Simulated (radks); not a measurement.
# The first electron to leave Ag¹²⁺

Aim: remove one electron from each of the outer sub-shells of Ag¹²⁺ ([Ar] 3d10 4s2 4p5) in turn, let the ion relax, and find the cheapest removal. The parent's configuration is the lowest that an earlier search found at this level.

Program: radks (a radial shooting solver on a logarithmic mesh, Libxc functionals) version 1. Level of theory: non-relativistic Kohn-Sham, PBE, spin-polarised, spherical densities, point nucleus; open shells are filled with parallel spins first. These are calculated values, not measurements, unless marked.

3 further runs of the same task are left out: 3 set aside as unsound or not needed.

**1. The atom as given**

* element: silver (Z = 47)
* charge: +12
* electrons: 35
* configuration: [Ar] 3d10 4s2 4p5

The outer shells:

Ag¹²⁺
```
[Ar] core
3d [↑↓][↑↓][↑↓][↑↓][↑↓]
4s [↑↓]
4p [↑↓][↑↓][↑ ]
```

**2. The parent, Ag¹²⁺**

From an earlier run at this level the parent has E = -5152.476793 hartree and these outer levels (eV):

```
  level  occupation  energy (eV)
  3p up           3      -804.38
3p down           3      -804.03
  3d up           5      -622.70
3d down           5      -622.35
  4s up           1      -319.38
4s down           1      -317.49
  4p up           3      -284.91
4p down           2      -283.05
```

**3. Remove 4p: [Ar] 3d10 4s2 4p4**

Input:

```text
Z 47
configuration [Ar] 3d10 4s2 4p4
relativity non-relativistic
functional pbe,pbe
spin polarised
nucleus point
```

**4. Remove 4s: [Ar] 3d10 4s1 4p5**

Input:

```text
Z 47
configuration [Ar] 3d10 4s1 4p5
relativity non-relativistic
functional pbe,pbe
spin polarised
nucleus point
```

**5. Remove 3d: [Ar] 3d9 4s2 4p5**

Input:

```text
Z 47
configuration [Ar] 3d9 4s2 4p5
relativity non-relativistic
functional pbe,pbe
spin polarised
nucleus point
```

**6. Remove 3p: [Ne] 3s2 3p5 3d10 4s2 4p5**

Input:

```text
Z 47
configuration [Ne] 3s2 3p5 3d10 4s2 4p5
relativity non-relativistic
functional pbe,pbe
spin polarised
nucleus point
```

Q: Predict the outcome of this session. Wanted: for each run, case; final configuration; Δ-SCF; −ε of the level emptied.

**Answer**, as computed:

```
     case        final configuration  Δ-SCF (eV)  −ε of the level emptied (eV)
remove 4p          [Ar] 3d10 4s2 4p4      294.98                        283.05
remove 4s          [Ar] 3d10 4s1 4p5      329.78                        317.49
remove 3d           [Ar] 3d9 4s2 4p5      650.12                        622.35
remove 3p  [Ne] 3s2 3p5 3d10 4s2 4p5      829.80                        804.03
```

**Reading.** Removal from 4p costs least (294.98 eV), ahead of 4s (329.78 eV). 4p is also the highest occupied level of the parent. NIST lists 294 eV (theoretical), between the same two configurations. Relativity is left out here, which matters for elements this heavy. Open shells are spherical and high-spin; term and fine-structure splittings are not resolved.
